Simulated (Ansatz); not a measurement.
**H₂OSSn: ionisation energy by level of theory**

The task here is to estimate one member of a computed series from the others.

The runs use Ansatz 0.2.0, Gaussian basis; unrestricted cation, the program's frozen cores in correlated methods.

Levels to be run: UKS PBE-D4/def2-TZVPP; UKS r2SCAN-D4/def2-TZVPP; UKS PBE0-D4/def2-TZVPP; UKS B3LYP-D4/def2-TZVPP; UKS wB97X-V/def2-TZVPP; UKS wB97M-V/def2-TZVPP; UKS B2PLYP/def2-TZVPP; UHF-CCSD(T)/def2-TZVPP; UHF-MP2/def2-QZVPP; extrapolation to the limit; then −ε(HOMO) from the neutral's earlier runs with LDA (SPW92), PBE-D4, revPBE-D4, BLYP-D4, r2SCAN-D4, B97M-V, PBE0-D4, B3LYP-D4, r2SCANh-D4, r2SCAN0-D4, HSE06-D4, BHLYP-D4, CAM-B3LYP-D4, LC-ωPBE, ωB97X-V, ωB97M-V.

**The geometry**

The geometry comes from an earlier relaxation with PBE0-D4 in a triple-zeta def2 set; it is a stationary point. Sn takes the def2 core potential; no spin-orbit term is included.

SMILES `[OH][Sn][SH]`, 5 atoms, charge 0, spin multiplicity 1.

Atoms are counted from 1 here; the program's logs count them from 0.

Bond lengths: O1–Sn2 1.976 Å, O1–H4 0.960 Å, Sn2–S3 2.454 Å, S3–H5 1.343 Å. Angles: Sn2–O1–H4 118.2°, O1–Sn2–S3 99.3°, Sn2–S3–H5 95.9°.

The first run:

The input, in.yaml:

```yaml
crystal:
  periodic: [false, false, false]
  atoms:
    - {symbol: O, position_ang: [-1.169246, -1.043056, -0.055282]}
    - {symbol: Sn, position_ang: [-1.099722, 0.819154, -0.712792]}
    - {symbol: S, position_ang: [1.207502, 1.376269, -0.087647]}
    - {symbol: H, position_ang: [-0.383856, -1.406903, 0.360436]}
    - {symbol: H, position_ang: [1.495323, 0.180934, 0.453885]}
basis:
  gaussian: {orbitals: def2-TZVPP}
total_charge: 1
magnetization: {spin_polarized: true, initial_magnetization: 1}
hamiltonian: {xc: pbe, dispersion: d4}
```

Started as:

```sh
ansatz run in.yaml --threads 4 --pin off --events-out ev --progress --plain --max-ram 10444MiB
```

Among the steps run: Cation, UKS PBE-D4/def2-TZVPP; Cation, UKS r2SCAN-D4/def2-TZVPP; Cation, UKS PBE0-D4/def2-TZVPP; Cation, UKS B3LYP-D4/def2-TZVPP; Cation, UKS wB97X-V/def2-TZVPP; Cation, UKS wB97M-V/def2-TZVPP; Cation, UKS B2PLYP (frozen core)/def2-TZVPP; Cation, UHF-CCSD(T)/def2-TZVPP; Cation, UHF-MP2/def2-QZVPP.

One table of the session follows, with a row left open; its other results are not shown here.

It belongs to the step «Ionisation energies side by side». For comparison, −ε(HOMO) of the neutral from earlier runs:

```
  functional  −ε(HOMO) (eV)
 LDA (SPW92)           6.50
      PBE-D4           6.33
   revPBE-D4           6.27
     BLYP-D4           6.15
   r2SCAN-D4           6.62
      B97M-V           6.49
     PBE0-D4           7.36
    B3LYP-D4           7.18
  r2SCANh-D4              ?
  r2SCAN0-D4           7.55
    HSE06-D4           6.97
    BHLYP-D4           8.24
CAM-B3LYP-D4           8.57
     LC-ωPBE           9.78
     ωB97X-V           9.48
     ωB97M-V           9.38
```

Q: Estimate the row for r2SCANh-D4 from the others.

Worked estimate for «−ε(HOMO) (eV)». Against the share of exact exchange, r2SCAN-D4 (0, 6.62), r2SCAN0-D4 (0.25, 7.55) give a slope of 3.72 per unit share; at 0.1 the line stands at 6.99.

**Answer.** −ε(HOMO) (eV): 6.99. In «−ε(HOMO) (eV)» the line misses by 0.00.
